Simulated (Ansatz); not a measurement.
# Ta2NO: the cost of one run

Method: DFT PBEsol, scalar-relativistic, plane waves, PAW, in Ansatz 0.2.0.

That is the level of the relaxation; later steps name their own.

**1. The starting structure**

Symmetry: Imma, No. 74, orthorhombic system. The conventional cell has a = 6.121 Å, b = 8.656 Å, c = 6.121 Å, α = 90.00°, β = 90.00°, γ = 90.00°. Around Ta (site symmetry 2) lie 3 O at 2.16 Å and 3 N at 2.16 Å. Ta (site symmetry mm2) is surrounded by 2 O at 2.16 Å and 4 N at 2.16 Å. Ta (site symmetry mm2) is surrounded by 4 O at 2.16 Å and 2 N at 2.16 Å. O (site symmetry 2/m) is surrounded by 6 Ta at 2.16 Å. Around N (site symmetry 2/m) lie 6 Ta at 2.16 Å.

As a file:

```cif
data_structure
_symmetry_space_group_name_H-M 'Imma'
_symmetry_Int_Tables_number 74
_cell_length_a 6.1207
_cell_length_b 8.6560
_cell_length_c 6.1207
_cell_angle_alpha 90.000
_cell_angle_beta 90.000
_cell_angle_gamma 90.000
_cell_volume 324.28
loop_
_atom_site_label
_atom_site_type_symbol
_atom_site_symmetry_multiplicity
_atom_site_Wyckoff_symbol
_atom_site_fract_x
_atom_site_fract_y
_atom_site_fract_z
_atom_site_occupancy
Ta1 Ta 8 g 0.75000 0.00000 0.25000 1
Ta2 Ta 4 e 0.50000 0.25000 0.50000 1
Ta3 Ta 4 e 0.00000 0.25000 0.50000 1
O1 O 4 d 0.75000 0.25000 0.75000 1
O2 O 4 b 0.50000 0.50000 0.00000 1
N1 N 4 a 0.00000 0.50000 0.00000 1
N2 N 4 c 0.75000 0.25000 0.25000 1
```

(A quick probe on a coarse mesh, which set the mesh and smearing, is not shown.)

**3. A loose first relaxation**

Contents of input.yaml:

```yaml
crystal:
  lattice:
    - [-4.32799629, 0.0, 4.32799629]
    - [-4.32799629, -4.32799629, 0.0]
    - [0.0, -4.32799629, 4.32799629]
  atoms:
    - { symbol: Ta, position: [0.25, 0.75, 0.25] }
    - { symbol: Ta, position: [0.25, 0.25, 0.25] }
    - { symbol: Ta, position: [0.25, 0.75, 0.75] }
    - { symbol: Ta, position: [0.25, 0.25, 0.75] }
    - { symbol: Ta, position: [0.75, 0.75, 0.25] }
    - { symbol: Ta, position: [0.75, 0.25, 0.25] }
    - { symbol: Ta, position: [0.75, 0.75, 0.75] }
    - { symbol: Ta, position: [0.75, 0.25, 0.75] }
    - { symbol: O, position: [0.0, 0.5, 0.0] }
    - { symbol: O, position: [0.0, 0.0, 0.0] }
    - { symbol: O, position: [0.0, 0.5, 0.5] }
    - { symbol: "N", position: [0.0, 0.0, 0.5] }
    - { symbol: "N", position: [0.5, 0.5, 0.0] }
    - { symbol: O, position: [0.5, 0.0, 0.0] }
    - { symbol: "N", position: [0.5, 0.5, 0.5] }
    - { symbol: "N", position: [0.5, 0.0, 0.5] }
basis:
  ecutwfc: 420
kpoints:
  mp_grid: { grid: [4, 4, 4] }
hamiltonian:
  xc: pbesol
scf:
  occupations: { method: gaussian, width: 0.1 }
output:
  forces: true
  stress: true
  eigenvalues: true
relax:
  adjacent_minimum: "off"
  f_tol: 0.05
  max_steps: 80
  cell: { stress_tol: 0.5 }
```

Launch:

```bash
$ ansatz run input.yaml --threads 4 --pin off --max-ram 10240MiB --backend cpu --events-out ev --progress --plain --runs-dir out
```

What time and memory should one allow on 4 threads of AMD EPYC (Zen 3), shared host?

About 2.5 min, with a peak of 0.84 GiB.
